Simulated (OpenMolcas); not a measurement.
**Fe³⁺ among point charges: CASSCF levels and susceptibility**

Aim: the splitting of the states of Fe³⁺ in the field of 5 point charges, its lowest levels with spin-orbit coupling and its magnetic susceptibility.

Method: state-averaged CASSCF, spin-orbit coupling by RASSI with atomic mean-field integrals. Code: OpenMolcas 26.06.

1 further run of the same task is left out (it didn't finish).

**1. What is computed**

```
Species                           : Fe³⁺ (iron, Z = 26, 23 electrons)
Basis                             : ANO-RCC-VTZP [6s5p3d2f1g], 59 functions
Scalar Hamiltonian                : DKH2, point nucleus
Inactive shells                   : 1s 2s 2p 3s 3p
Active space                      : 5 electrons in 5 orbitals (3d)
Some configurations of this space : 3d5
Orbitals                          : optimised for each spin and parity, averaged over all roots
```

Outer shells as boxes (Hund's rule):

3d5
```
3d [↑ ][↑ ][↑ ][↑ ][↑ ]
```

The ion sits among 5 point charges of -2.5 e arranged as a square pyramid (C4v), 2.14 Å from the ion, with the axial distance 2.333 Å. The active orbitals were held to one l.

Each step is its own input file, run in one work folder so that later steps find the files of earlier ones. Labels, J, g values, rates, χT and fits are worked out afterwards by a script from the matrices that RASSI stores.

**2. GATEWAY and SEWARD: basis and integrals**

Input file a.inp:

```
&GATEWAY
Coord
1

Fe 0.0 0.0 0.0
Basis=ANO-RCC-VTZP
Group=NoSym
NoMove
AngMom=0.0 0.0 0.0
AMFI
XField
5 Angstrom 0
2.140000 0.000000 0.000000 -2.500000
0.000000 2.140000 0.000000 -2.500000
-2.140000 0.000000 0.000000 -2.500000
0.000000 -2.140000 0.000000 -2.500000
0.000000 0.000000 2.332600 -2.500000
&SEWARD
```

Started as:

```sh
> OMP_NUM_THREADS=1 MOLCAS_MEM=1689 MOLCAS_PROJECT=a pymolcas a.inp > a.log
```

Output:

```text
Basis set label: FE.ANO-RCC...6S5P3D2F1G.

      Electronic valence basis set:
      ------------------
      Associated Effective Charge  26.000000 au
      Associated Actual Charge     26.000000 au
      Nuclear Model: Point charge

      Shell  nPrim  nBasis  Cartesian Spherical Contaminant
         s      21       6        X
         p      15       5        X
         d      10       3                 X
         f       6       2                 X
         g       4       1                 X
                  Relativistic Douglas-Kroll-Hess integrals:
                    - DKH order of Hamiltonian: 2
                    - DKH order of Properties : 0
                  Atomic mean-field integrals
```

**3. CASSCF: sextets, 1 root**

Input file a.inp:

```
&RASSCF
FileOrb=start.orb
Symmetry=1
Spin=6
nActEl=5 0 0
Inactive=9
Ras2=5
CIRoot=1 1 1
SDav=1
CIMx=300
Iter=120 100
PrWF=0.3
OrbListing=Nothing
MaxOrb=0
SupSym
1
15 10 11 12 13 14 27 28 29 30 31 32 33 34 35 36
>>> COPY $Project.JobIph JOB001
```

start.orb holds the contracted functions of the basis, ordered by shell, or the orbitals of the step before.

Output (excerpt; [...] marks lines left out):

```text
[...]
      Number of active orbitals                  5
[...]
      Spin quantum number                      2.5
[...]
      Active orbitals                            5
[...]
      Number of CSFs                             1
      Number of root(s) required                 1
[...]
      Convergence after 10 iterations
[...]
      Natural orbitals and occupation numbers for root  1
      sym 1:   1.000000   1.000000   1.000000   1.000000   1.000000
::    RASSCF root number  1 Total energy:  -1278.60909745
```

**4. Reference wave functions, quartets, 24 roots**

Input file a.inp:

```
&RASSCF
FileOrb=start.orb
Symmetry=1
Spin=4
nActEl=5 0 0
Inactive=9
Ras2=5
CIRoot=24 24 1
SDav=24
CIMx=300
Iter=120 100
PrWF=0.3
OrbListing=Nothing
MaxOrb=0
SupSym
1
15 10 11 12 13 14 27 28 29 30 31 32 33 34 35 36
>>> COPY $Project.JobIph JOB002
```

Output (excerpt; [...] marks lines left out):

```text
[...]
      Number of active orbitals                  5
[...]
      Spin quantum number                      1.5
[...]
      Active orbitals                            5
[...]
      Number of CSFs                            24
      Number of root(s) required                24
[...]
      Convergence after  7 iterations
[...]
      Natural orbitals and occupation numbers for root  1
      sym 1:   0.479597   1.004559   1.013294   1.519204   0.983346
      Natural orbitals and occupation numbers for root  2
      sym 1:   0.479597   1.519204   1.004559   1.013294   0.983346
      Natural orbitals and occupation numbers for root  3
      sym 1:   1.000000   1.283590   1.000000   1.000000   0.716410
::    RASSCF root number  1 Total energy:  -1278.44740435
::    RASSCF root number  2 Total energy:  -1278.44740435
::    RASSCF root number  3 Total energy:  -1278.44405680
[...]
::    RASSCF root number 21 Total energy:  -1278.31977358
::    RASSCF root number 22 Total energy:  -1278.31508234
::    RASSCF root number 23 Total energy:  -1278.31508234
::    RASSCF root number 24 Total energy:  -1278.31133500
```

**5. Reference wave functions, doublets, 75 roots**

Input file a.inp:

```
&RASSCF
FileOrb=start.orb
Symmetry=1
Spin=2
nActEl=5 0 0
Inactive=9
Ras2=5
CIRoot=75 75 1
SDav=75
CIMx=300
Iter=120 100
PrWF=0.3
OrbListing=Nothing
MaxOrb=0
SupSym
1
15 10 11 12 13 14 27 28 29 30 31 32 33 34 35 36
>>> COPY $Project.JobIph JOB003
```

Output (excerpt; [...] marks lines left out):

```text
[...]
      Number of active orbitals                  5
[...]
      Spin quantum number                      0.5
[...]
      Active orbitals                            5
[...]
      Number of CSFs                            75
      Number of root(s) required                75
[...]
      Convergence after  7 iterations
[...]
      Natural orbitals and occupation numbers for root  1
      sym 1:   0.593910   0.484598   1.432517   1.432517   1.056458
      Natural orbitals and occupation numbers for root  2
      sym 1:   0.501877   0.887505   1.120978   1.374656   1.114984
      Natural orbitals and occupation numbers for root  3
      sym 1:   1.114984   0.887505   1.374656   1.120978   0.501877
::    RASSCF root number  1 Total energy:  -1278.37545459
::    RASSCF root number  2 Total energy:  -1278.37391565
::    RASSCF root number  3 Total energy:  -1278.37391565
[...]
::    RASSCF root number 27 Total energy:  -1278.32420385
::    RASSCF root number 28 Total energy:  -1278.32374287
::    RASSCF root number 29 Total energy:  -1278.32277280
::    RASSCF root number 30 Total energy:  -1278.32154945
```

**6. State interaction with spin-orbit coupling**

Input file a.inp:

```
&RASSI
NrOfJobIphs=3 1 24 75
1
1 2 3 4 5 6 7 8 9 10 11 12 13 14 15 16 17 18 19 20 21 22 23 24
1 2 3 4 5 6 7 8 9 10 11 12 13 14 15 16 17 18 19 20 21 22 23 24 25 26 27
28 29 30 31 32 33 34 35 36 37 38 39 40 41 42 43 44 45 46 47 48 49 50 51
52 53 54 55 56 57 58 59 60 61 62 63 64 65 66 67 68 69 70 71 72 73 74 75
IphNames
JOB001
JOB002
JOB003
EJob
SpinOrbit
DIPRint=1.0
SOCoupling=1000.0
Subsets=2
Property=9
'ANGMOM' 1 'ANGMOM' 2 'ANGMOM' 3 'MLTPL  1' 1 'MLTPL  1' 2 'MLTPL  1' 3
'AMFI' 1 'AMFI' 2 'AMFI' 3
SOProperty=3
'ANGMOM' 1 'ANGMOM' 2 'ANGMOM' 3
```

Output (excerpt; [...] marks lines left out):

```text
SPIN-FREE ENERGIES:
  (Shifted by EMIN (a.u.) =      -1278.6090974451)
 SF State       Relative EMIN(au)   Rel lowest level(eV)    D:o, cm**(-1)      L_eff
     1             0.0000000000        0.0000000000              0.0000         0.0
     2             0.1616930999        4.3998933935          35487.5335         3.8
     3             0.1616930999        4.3998933935          35487.5335         3.8
     4             0.1650406426        4.4909846730          36222.2342         4.0
     5             0.1663474504        4.5265447237          36509.0454         3.8
     6             0.1671131949        4.5473816930          36677.1068         3.9
     7             0.1671131949        4.5473816930          36677.1068         3.9
     8             0.1673473197        4.5537525528          36728.4913         4.0
     9             0.1692429461        4.6053351753          37144.5332         4.0
    10             0.1705095003        4.6397998721          37422.5097         4.0
[...]
Eigenvalues of complex Hamiltonian:
   -----------------------------------
  (Shifted by EMIN (a.u.) =      -1278.6090974451)
 SO State       Relative EMIN(au)   Rel lowest level(eV)    D:o, cm**(-1)     J-value
     1            -0.0001258198        0.0000000000              0.0000         2.5
     2            -0.0001258198        0.0000000000              0.0000         2.5
     3            -0.0001250992        0.0000196086              0.1582         2.1
     4            -0.0001250992        0.0000196086              0.1582         2.1
     5            -0.0001236600        0.0000587702              0.4740         1.2
     6            -0.0001236600        0.0000587702              0.4740         1.2
     7             0.1612092255        4.3901502318          35408.9496         3.2
     8             0.1612092255        4.3901502318          35408.9496         3.2
     9             0.1614440068        4.3965389566          35460.4781         3.4
    10             0.1614440068        4.3965389566          35460.4781         3.4
    11             0.1615611720        4.3997271853          35486.1929         3.5
[...]
```

These steps: 28 s of run time, 1 thread of Arm Neoverse V1, shared host.

Spin-free states:

| state | degeneracy | E (cm-1) | free-ion L (%) |
| --- | --- | --- | --- |
| sextet | 1 | 0 | S (100) |
| quartet | 2 | 35488 | G (89) |
| quartet | 1 | 36222 | G (95) |
| quartet | 1 | 36509 | G (88) |
| quartet | 2 | 36677 | G (93) |
| quartet | 1 | 36728 | G (98) |
| quartet | 1 | 37145 | G (100) |
| quartet | 1 | 37423 | G (100) |
| quartet | 2 | 40936 | P (54) |
| quartet | 1 | 44013 | P (88) |
| quartet | 1 | 44707 | D (91) |
| quartet | 1 | 45401 | D (96) |
| quartet | 1 | 46385 | D (100) |
| quartet | 2 | 47590 | D (58) |
| doublet | 1 | 51279 | I (87) |
| doublet | 2 | 51616 | I (91) |
| doublet | 1 | 52151 | I (94) |
| doublet | 1 | 52157 | I (97) |
| doublet | 1 | 52213 | I (94) |
| doublet | 2 | 52281 | I (96) |
| doublet | 1 | 52627 | I (95) |
| doublet | 1 | 52687 | I (98) |
| doublet | 1 | 52714 | I (98) |
| doublet | 2 | 52768 | I (97) |

With spin-orbit coupling:

| E (cm-1) | Degeneracy | 2S+1 | g |
| --- | --- | --- | --- |
| 0.0 | 2 | 6 | 2.00 6.01 6.01 |
| 0.2 | 2 | 6 | 0.01 0.01 6.01 |
| 0.5 | 2 | 6 | 0.01 0.01 10.01 |
| 35409 | 2 | 4 | 1.16 2.54 2.54 |
| 35460 | 2 | 4 | 2.00 2.00 2.55 |
| 35486 | 2 | 4 | 1.12 1.12 6.19 |
| 35514 | 2 | 4 | 0.91 0.91 9.73 |
| 36198 | 2 | 4 | 0.01 0.01 4.32 |
| 36222 | 2 | 4 | 1.38 3.30 3.30 |
| 36499 | 2 | 4 | 0.00 0.00 5.77 |
| 36523 | 2 | 4 | 1.91 3.63 3.63 |
| 36620 | 2 | 4 | 1.71 1.71 5.40 |
| 36653 | 2 | 4 | 1.08 2.08 2.08 |
| 36684 | 2 | 4 | 1.89 4.18 4.18 |
| 36726 | 2 | 4 | 1.66 1.66 3.13 |
| 36743 | 2 | 4 | 1.36 1.36 5.62 |
| 36755 | 2 | 4 | 0.04 0.04 7.55 |
| 37140 | 2 | 4 | 2.01 4.34 4.34 |
| 37149 | 2 | 4 | 0.00 0.00 6.04 |
| 37417 | 2 | 4 | 0.00 0.00 6.18 |
| 37434 | 2 | 4 | 2.07 3.84 3.84 |
| 40496 | 2 | 4 | 0.69 0.69 4.16 |
| 40723 | 2 | 4 | 0.15 0.42 0.42 |
| 40990 | 2 | 4 | 0.03 0.03 3.82 |

The table of states holds 24 of 76 computed; the rest, higher up, is left out. Principal g values are given for doublets only; a zero marks a field direction without first-order Zeeman splitting.

Powder χT (cm³ K/mol): 4.38 at 2 K, 4.38 at 5 K, 4.39 at 10 K, 4.39 at 20 K, 4.39 at 50 K, 4.39 at 100 K, 4.39 at 150 K, 4.39 at 200 K, 4.39 at 250 K, 4.39 at 300 K.

**7. What came out**

| quantity | value |
| --- | --- |
| method | CASSCF |
| spin-free ground state | sextet, 1-fold in its orbital part |
| lowest level | 2-fold, g = 2.00, 6.01, 6.01 |
| next level | 0.2 cm⁻¹ |
| χT at 300 K | 4.39 cm³ K/mol |
| effective moment at 300 K | 5.92 μB |

The spin-free ground state (sextet) comes to 100 % from free-ion S terms and keeps the highest spin of the shell. χT at 300 K is 4.39, against 4.39 cm³ K/mol for the spin alone, as a half-filled shell (L = 0) has no orbital moment. An active space of the d shell alone favours high spin; real ions in strong fields can be low spin. The field of point charges can differ much from that of real complexes. With metal d orbitals alone active, the gaps between spin states are rough; where two lie within a few thousand cm-1, their order is open. This is an electrostatic model: the charges have no orbitals.
